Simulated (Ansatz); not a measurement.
# CH6Cl2O2Si2: one species, many methods

An exercise on one series of results from a longer session: the logs are not shown, and one member is left open.

Computed with Ansatz 0.2.0, Gaussian basis. Level: functionals in def2-TZVPP, the program's frozen cores in correlated methods.

Plan: PBE-D4, r2SCAN-D4, PBE0-D4, B3LYP-D4, ωB97X-V, ωB97M-V, B2PLYP; CCSD(T)/def2-TZVPP; MP2/def2-QZVPP; extrapolation to the limit.

**The relaxed structure**

An earlier PBE0-D4 in a triple-zeta def2 set relaxation fixed the geometry.

SMILES `O[SiH](O)C[SiH](Cl)Cl`, 13 atoms, charge 0, spin multiplicity 1.

Atoms are counted from 1 here; the program's logs count them from 0.

Bond lengths: O1–Si2 1.635 Å, O1–H8 0.958 Å, Si2–O3 1.639 Å, Si2–C4 1.866 Å, Si2–H9 1.486 Å, O3–H10 0.960 Å, C4–Si5 1.841 Å, C4–H11 1.097 Å, C4–H12 1.096 Å, Si5–Cl6 2.046 Å, Si5–Cl7 2.064 Å, Si5–H13 1.476 Å. Angles: Si2–O1–H8 117.7°, O1–Si2–O3 107.7°, O1–Si2–C4 105.6°, O1–Si2–H9 111.1°, O3–Si2–C4 111.8°, O3–Si2–H9 110.0°, C4–Si2–H9 110.5°, Si2–O3–H10 117.3°, Si2–C4–Si5 117.3°, Si2–C4–H11 107.5°, Si2–C4–H12 108.6°, Si5–C4–H11 108.2°, Si5–C4–H12 107.3°, H11–C4–H12 107.5°, C4–Si5–Cl6 110.2°, C4–Si5–Cl7 110.0°, C4–Si5–H13 114.5°, Cl6–Si5–Cl7 108.1° and more.

Set-up of the first run:

in.yaml reads:

```yaml
crystal:
  periodic: [false, false, false]
  atoms:
    - {symbol: O, position_ang: [-0.239003, -0.343179, -2.582492]}
    - {symbol: Si, position_ang: [-0.110633, -0.703654, -0.992413]}
    - {symbol: O, position_ang: [1.291436, -1.526054, -0.779055]}
    - {symbol: C, position_ang: [-0.092098, 0.938220, -0.105353]}
    - {symbol: Si, position_ang: [-0.166548, 0.904770, 1.733615]}
    - {symbol: Cl, position_ang: [-2.013369, 0.280228, 2.354665]}
    - {symbol: Cl, position_ang: [1.239001, -0.413864, 2.471975]}
    - {symbol: H, position_ang: [-0.177788, -1.065216, -3.209646]}
    - {symbol: H, position_ang: [-1.259457, -1.529156, -0.537255]}
    - {symbol: H, position_ang: [1.542225, -1.742835, 0.121901]}
    - {symbol: H, position_ang: [0.823814, 1.463551, -0.401915]}
    - {symbol: H, position_ang: [-0.942976, 1.534329, -0.456020]}
    - {symbol: H, position_ang: [0.105406, 2.202849, 2.381983]}
basis:
  gaussian: {orbitals: def2-TZVPP}
hamiltonian: {xc: pbe, dispersion: d4}
output: {forces: true, orbitals: {seedname: orbitals}}
```

Launch:

```bash
$ ansatz run in.yaml --threads 2 --pin off --events-out ev --progress --plain --max-ram 22528MiB --backend cuda --devices 0, --max-vram 18GiB
```

Steps of the session up to this table: PBE-D4 (GGA); r2SCAN-D4 (meta-GGA); PBE0-D4 (hybrid); B3LYP-D4 (hybrid); ωB97X-V (range-separated); ωB97M-V (range-separated); B2PLYP (double hybrid); CCSD(T) in def2-TZVPP; MP2 in def2-QZVPP.

One table of the session follows, with a row left open; its other results are not shown here.

It belongs to the step «Atomisation energies». 

| method | atomisation energy (kJ/mol) |
| --- | --- |
| PBE-D4 | 4891.6 |
| r2SCAN-D4 | ? |
| PBE0-D4 | 4822.3 |
| B3LYP-D4 | 4810.2 |
| ωB97X-V | 4870.4 |
| ωB97M-V | 4875.6 |
| B2PLYP | 4771.4 |
| HF/def2-TZVPP | 3555.4 |
| MP2/def2-TZVPP | 4843.6 |
| CCSD/def2-TZVPP | 4644.9 |
| CCSD(T)/def2-TZVPP | 4719.7 |
| MP2/CBS | 4996.0 |
| CCSD(T)/CBS | 4872.1 |

**Question.** Estimate the row for r2SCAN-D4.

The run gave: atomisation energy (kJ/mol): 4868.4. In the column «atomisation energy (kJ/mol)» it lies between MP2/def2-TZVPP (4843.6) and ωB97X-V (4870.4).
